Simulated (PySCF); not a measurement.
# C9H13F7: electronic excitations

Wanted: electronic excitations for C9H13F7 (`CCCCCCC(F)(F)C(F)(F)C(F)(F)F`).

Programs: PySCF 2.14.0, with routines of our own; each step states its level. All values are computed. Atoms count from 0.

## (1) The system as given

29 atoms, charge 0, multiplicity 1; geometry from: GFN2-xTB.

## (2) Electronic excitations: TDA wB97X-D/6-31G*

Job settings and geometry (Å):

```
{"job": {"kind": "uv", "basis": "6-31G*", "grid": 1, "kgrid": 0, "vcut": 1.5, "nstates": 5, "ntriplets": 2, "tda": true, "delta": ["ip_vertical"], "pop": false, "xc": "wB97X-D"}, "charge": 0, "multiplicity": 1}
C      3.721766     0.800864    -0.566291
C      2.620675     0.002785    -1.254921
C      2.199828    -1.243752    -0.474568
C      1.646297    -0.969252     0.925303
C      0.460851    -0.006646     0.975491
C     -0.752074    -0.510957     0.189978
C     -1.928763     0.433205     0.375704
F     -1.620369     1.690822    -0.026106
F     -2.278014     0.543527     1.680795
C     -3.188672    -0.022867    -0.415730
F     -3.542589    -1.263798    -0.020338
F     -2.886309    -0.109450    -1.728397
C     -4.425344     0.906420    -0.263306
F     -5.445510     0.433439    -0.976429
F     -4.166757     2.135693    -0.695974
F     -4.821187     0.987023     1.002278
H      3.367682     1.242487     0.361544
H      4.061815     1.605853    -1.213659
H      4.571940     0.160864    -0.340742
H      2.979541    -0.319011    -2.235364
H      1.757252     0.648328    -1.424244
H      3.069903    -1.895847    -0.365975
H      1.458050    -1.791608    -1.059625
H      2.440628    -0.552716     1.545880
H      1.350768    -1.922084     1.370557
H      0.168345     0.125642     2.018903
H      0.754387     0.968774     0.587078
H     -1.053736    -1.499297     0.540720
H     -0.532349    -0.561672    -0.876897
```

Level: TDA wB97X-D/6-31G*, vertical, gas phase, core orbitals frozen in the response, virtual orbitals cut by energy.

Launch:

```
$ OMP_NUM_THREADS=1 python large_run.py task.json out
```

The driver reads the jobs from task.json and runs them one after another.

Standard output:

```text
start: PBE on a coarse grid of 24184 points
cycle   1  E = -1048.1751738755  dE =  2.046e+00  |g| = 1.482e+00  |ddm| = 4.996e+00
cycle   2  E = -1046.9566450540  dE =  1.219e+00  |g| = 3.085e+00  |ddm| = 3.307e+00
cycle   3  E = -1048.5692780653  dE = -1.613e+00  |g| = 2.360e-01  |ddm| = 2.287e+00
cycle   4  E = -1048.5802290179  dE = -1.095e-02  |g| = 1.145e-01  |ddm| = 3.255e-01
cycle   5  E = -1048.5829264012  dE = -2.697e-03  |g| = 2.893e-02  |ddm| = 1.147e-01
cycle   6  E = -1048.5830914095  dE = -1.650e-04  |g| = 7.845e-03  |ddm| = 3.122e-02
final grid: 106689 points
cycle   7  E = -1049.3685922471  dE = -8.934e-03  |g| = 1.245e-01  |ddm| = 4.330e-01
cycle   8  E = -1049.3680968352  dE =  4.954e-04  |g| = 1.397e-01  |ddm| = 1.526e-01
cycle   9  E = -1049.3712573208  dE = -3.160e-03  |g| = 7.907e-03  |ddm| = 8.268e-02
cycle  10  E = -1049.3712720113  dE = -1.469e-05  |g| = 3.209e-03  |ddm| = 1.063e-02
cycle  11  E = -1049.3712740107  dE = -1.999e-06  |g| = 7.786e-04  |ddm| = 4.416e-03
cycle  12  E = -1049.3712737370  dE =  2.737e-07  |g| = 1.887e-04  |ddm| = 7.451e-04
cycle  13  E = -1049.3712752055  dE = -1.468e-06  |g| = 7.124e-05  |ddm| = 2.552e-04
converged SCF energy = -1049.3712752055
Vertical ionisation energy (delta-SCF) = 10.9487 eV   <S^2> = 0.753

Static polarisability (au): isotropic 91.469, principal 83.024 86.338 105.044

Singlet excitations
state   eV       nm        f      main configurations
  1   9.5721    129.5   0.00021   H-3->L 0.40, H-2->L 0.26, H->L 0.15
  2  10.2501    121.0   0.28772   H-2->L+1 0.18, H-3->L+2 0.18, H-3->L+1 0.18
  3  10.3142    120.2   0.00293   H->L+1 0.45, H->L+2 0.33
  4  10.3862    119.4   0.00497   H-1->L+1 0.46, H-1->L+2 0.32
  5  10.5319    117.7   0.00134   H-2->L+2 0.34, H-2->L+1 0.34, H-3->L+1 0.13

Triplet excitations (Tamm-Dancoff, eV): 9.0187 9.5511
```

Wall time 2.1 min (1 thread of Arm Neoverse N1, shared host); peak memory 0.62 GiB.

Frontier orbitals and where they lie:

```tsv
orbital	eV	atoms
HOMO−4	-11.94	C4 16 %, C0 14 %, C1 9 %
HOMO−3	-11.35	C1 13 %, C0 10 %, C2 9 %
HOMO−2	-10.95	C2 15 %, C3 13 %, C1 12 %
HOMO−1	-10.87	C2 18 %, C1 15 %, C3 13 %
HOMO	-10.79	C3 18 %, C2 16 %, C1 12 %
LUMO	3.78	C9 31 %, C6 18 %, F10 10 %
LUMO+1	4.01	C9 10 %, C6 9 %, C12 8 %
LUMO+2	4.17	C9 13 %, C12 11 %, C6 8 %
LUMO+3	4.99	H28 17 %, C5 12 %, H23 11 %
```

With each of the 5 states as a Gaussian band of 0.4 eV half-width at 1/e, the curve within the window shown has maxima at 120 nm (ε 12,000) L/(mol cm). Beyond the last state computed it falls off for lack of states. The curve at chosen wavelengths:

nm, ε (L/mol/cm) and a bar:
```
      114       1516 ####
      115       2803 #######
      116       4618 ############
      117       6815 #################
      118       9051 #######################
      119      10872 ###########################
      120      11867 ##############################
      121      11823 ##############################
      122      10799 ###########################
      123       9079 #######################
      124       7055 ##################
      125       5086 #############
      126       3415 #########
      127       2144 #####
      128       1263 ###
      129        702 ##
      130        369 #
      131        185 
      132         89 
      133         42 
      134         20 
      135          9 
      136          4 
      137          2
```

Leading natural transition orbitals of singlet state 2: the hole lies on C6, C9 about 14 % each; F7, F8 about 11 % each; C5 10 %; the particle on C9 21 %; C6 16 %; C12 13 %.

Leading natural transition orbitals of singlet state 1: the hole lies on C6, C9 about 16 % each; 4 F atoms about 9 % each; C5 10 %; the particle on C9 28 %; C6 18 %; F10, F11 about 11 % each.

Ground-state properties from the same run:

```tsv
property	computed
dipole moment (D)	2.60
polarisability (Å³)	13.55
HOMO–LUMO gap (eV)	14.57
−ε(HOMO) (eV)	10.79
```

Orbitals, density, ELF and potential are computed afterwards from the orbital file.

Frontier orbitals at wB97X-D/6-31G*, with the share of their density that lies nearest to each atom:

```tsv
orbital	energy (eV)	lies on
HOMO	-10.79	C2, C3 about 13 % each; H19 10 %; C1 8 %
LUMO	3.78	C9 27 %; C6 15 %; F10, F11 about 11 % each
```

ELF in a plane through or near 7 of the atoms.

Ten even steps from '0' (0.00) to '9' (1.00):
```
0000000000000000000000000000
0000000000000000000000000000
0000000000000000000000000000
0000000000021000000000000000
0000000000131000000000000000
0000000035341000000000000000
0000000079842210034100000000
0000000069967540156303420000
0000031005655762365107861000
0000287200127553444017572000
0000599662019911542016750000
0000499474007803772013310000
0000035353000107884067400000
0000039971010004771385810000
0000069980000001220378710000
0000049970000000000023200000
0000004620000000000000000000
0000000000000000000000000000
0000000000000000000000000000
0000000000000000000000000000
```
The map spans 16.0 Å across and 9.9 Å up, centred on the molecule. Atoms in the plane (x, y in Å): C0 (-3.7, -1.0), C4 (-0.4, 0.7), F7 (1.8, -1.1), F14 (4.3, -1.8), F15 (4.9, 0.2), H17 (-3.9, -2.1), H23 (-2.4, 1.4).

On the surface of density 0.002 e/bohr³ the electrostatic potential runs, from the 1st to the 99th percentile, from -0.54 V near F7 to 0.97 V near H27.

## (3) Electronic excitations: TDDFT PBE/6-31G*

The job, as its differences from that of step 2:

```diff
@@ -1,2 +1,2 @@
-{"job": {"kind": "uv", "basis": "6-31G*", "grid": 1, "kgrid": 0, "vcut": 1.5, "nstates": 5, "ntriplets": 2, "tda": true, "delta": ["ip_vertical"], "pop": false, "xc": "wB97X-D"}, "charge": 0, "multiplicity": 1}
+{"job": {"kind": "uv", "basis": "6-31G*", "grid": 1, "kgrid": 0, "vcut": null, "nstates": 5, "ntriplets": 2, "tda": false, "delta": ["ip_vertical"], "pop": false, "xc": "PBE"}, "charge": 0, "multiplicity": 1}
 C      3.721766     0.800864    -0.566291
```

With the program's defaults for keys left out, this is: TDDFT PBE/6-31G*, vertical, gas phase, core orbitals frozen in the response.

Standard output:

```text
start: PBE on a coarse grid of 24184 points
cycle   1  E = -1048.1751738755  dE =  2.046e+00  |g| = 1.482e+00  |ddm| = 4.996e+00
cycle   2  E = -1046.9566450540  dE =  1.219e+00  |g| = 3.085e+00  |ddm| = 3.307e+00
cycle   3  E = -1048.5692780653  dE = -1.613e+00  |g| = 2.360e-01  |ddm| = 2.287e+00
cycle   4  E = -1048.5802290179  dE = -1.095e-02  |g| = 1.145e-01  |ddm| = 3.255e-01
cycle   5  E = -1048.5829264012  dE = -2.697e-03  |g| = 2.893e-02  |ddm| = 1.147e-01
cycle   6  E = -1048.5830914095  dE = -1.650e-04  |g| = 7.845e-03  |ddm| = 3.122e-02
final grid: 106689 points
cycle   7  E = -1048.5403654802  dE = -6.190e-05  |g| = 2.952e-02  |ddm| = 6.189e-02
cycle   8  E = -1048.5399687572  dE =  3.967e-04  |g| = 5.584e-02  |ddm| = 6.444e-02
cycle   9  E = -1048.5405301591  dE = -5.614e-04  |g| = 3.618e-03  |ddm| = 4.193e-02
cycle  10  E = -1048.5405329253  dE = -2.766e-06  |g| = 1.023e-03  |ddm| = 4.269e-03
cycle  11  E = -1048.5405323712  dE =  5.541e-07  |g| = 1.119e-04  |ddm| = 1.194e-03
cycle  12  E = -1048.5405319857  dE =  3.855e-07  |g| = 4.433e-05  |ddm| = 1.663e-04
converged SCF energy = -1048.5405319857
Vertical ionisation energy (delta-SCF) = 9.9147 eV   <S^2> = 0.750

Static polarisability (au): isotropic 98.408, principal 87.833 91.111 116.281

Singlet excitations
state   eV       nm        f      main configurations
  1   8.1107    152.9   0.00003   H->L 0.86, H-1->L 0.09
  2   8.1956    151.3   0.00019   H-1->L 0.89
  3   8.2595    150.1   0.00017   H-2->L 0.92
  4   8.5283    145.4   0.00167   H-3->L 0.89
  5   8.5473    145.1   0.04964   H->L+1 0.59, H-1->L+1 0.22

Triplet excitations (Tamm-Dancoff, eV): 7.7957 8.1701
```

Run time: 83 s. Hardware: 1 thread of Arm Neoverse N1, shared host; peak memory 0.53 GiB.

## (4) Outcome

| quantity | value |
| --- | --- |
| lowest singlet (wB97X-D/6-31G*) | 9.57 eV (130 nm), f = 0.000 |
| brightest single state of those computed | state 2, 10.25 eV, f = 0.288 |
| lowest triplet | 9.02 eV |
| surface potential, 1st and 99th percentile | -0.54 V and 0.97 V |

**Reading.** The first singlet state (HOMO−3→LUMO 0.40, HOMO−2→LUMO 0.26) lies at 9.57 eV and is dark; of the 5 states computed, the strongest absorption comes from state 2 at 10.25 eV. The lowest triplet lies 0.55 eV below the lowest singlet. The basis of wB97X-D/6-31G* has no diffuse functions, so Rydberg states are missing and the high states are unreliable.
